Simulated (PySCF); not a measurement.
# A diatomic session: AsF+

Aim: find the lowest electronic state of AsF+, scan its bond at several levels of theory, and get bond length, wavenumber and dissociation energy from each curve.

Computed with PySCF 2.14.0. Level: As aug-pcseg-1, F aug-pcseg-1, no relativity.

### Step 1. Input

A driver script around PySCF takes these settings:

- atoms: As, F
- charge: 1
- basis: As aug-pcseg-1, F aug-pcseg-1
- Hamiltonian: no relativity
- basis functions: 59
- electrons treated: 41
- masses in u: 74.9216, 18.9984
- levels: PBE0, PBE, r²SCAN, BP86, BLYP, revPBE, CAM-B3LYP, HF, MP2, SCS-MP2, CCSD, CCSD(T)
- grid: 80 radial by 434 angular points
- occupations: held fixed by the projection of orbital angular momentum
- dissociation limit: As+ + F, each in its ground configuration
- starting distance in angstrom: 1.890
- values of 2S to try: 1, 3

Run with:

```console
OMP_NUM_THREADS=1 python dia.py task.json out
```

Further steps of the session: PBE0 along the bond; Excited determinants; PBE (GGA); r²SCAN; BP86; BLYP (GGA); revPBE; CAM-B3LYP (range-separated hybrid); UHF (mean field); MP2 and coupled cluster.

Before running it: what results should come out? Wanted: for each run, Re; ωe; De; μ.

**Answer**, as computed:

Lowest PBE0 solution found, without spin–orbit coupling: ²Π (doublet), unpaired electrons π ↑. The other levels ran on it alone.

| level | Re (Å) | ωe (cm⁻¹) | De (eV) | μ (D) |
| --- | --- | --- | --- | --- |
| UHF | 1.675 | 848 | 2.23 | -2.79 |
| UHF-MP2 | 1.712 | 787 | 4.48 | n/a |
| UHF-SCS-MP2 | 1.712 | 784 | 4.28 | n/a |
| UHF-CCSD | 1.708 | 792 | 4.00 | n/a |
| UHF-CCSD(T) | 1.716 | 774 | 4.16 | n/a |
| PBE | 1.729 | 752 | 4.94 | -2.26 |
| revPBE | 1.735 | 743 | 4.66 | -2.28 |
| BLYP | 1.738 | 738 | 4.82 | -2.34 |
| BP86 | 1.728 | 753 | 4.94 | -2.26 |
| r²SCAN | 1.707 | 786 | 4.64 | -2.25 |
| PBE0 | 1.702 | 798 | 4.41 | -2.42 |
| CAM-B3LYP | 1.700 | 805 | 4.49 | -2.49 |

De is counted to As+ + F in their ground configurations. A positive dipole points from As to F; in an ion it is taken about the centre of mass and does not tell which atom is negative.

Differences from CCSD(T) in the same basis:

| level | Re (mÅ) | ωe (%) |
| --- | --- | --- |
| UHF | -40 | +9.6 |
| UHF-MP2 | -4 | +1.7 |
| UHF-SCS-MP2 | -3 | +1.3 |
| UHF-CCSD | -8 | +2.4 |
| PBE | +13 | -2.8 |
| revPBE | +19 | -4.0 |
| BLYP | +22 | -4.7 |
| BP86 | +12 | -2.7 |
| r²SCAN | -9 | +1.6 |
| PBE0 | -13 | +3.1 |
| CAM-B3LYP | -16 | +4.0 |

Judged by CCSD(T) in the same basis: best bond length UHF-SCS-MP2 (-3 mÅ), worst UHF (-40 mÅ); best wavenumber UHF-SCS-MP2 (+1.3 %), worst UHF (+9.6 %). Hartree–Fock falls on the short and stiff side, its usual fault. PBE gives a bond that is too long and too soft, as GGAs tend to. CCSD(T) in a basis this small is itself some way from its limit, more so than the functionals. Among the levels with a De in the table, it runs from 2.23 eV (UHF) to 4.94 eV (BP86).

Correlated steps freeze 10 core orbitals.
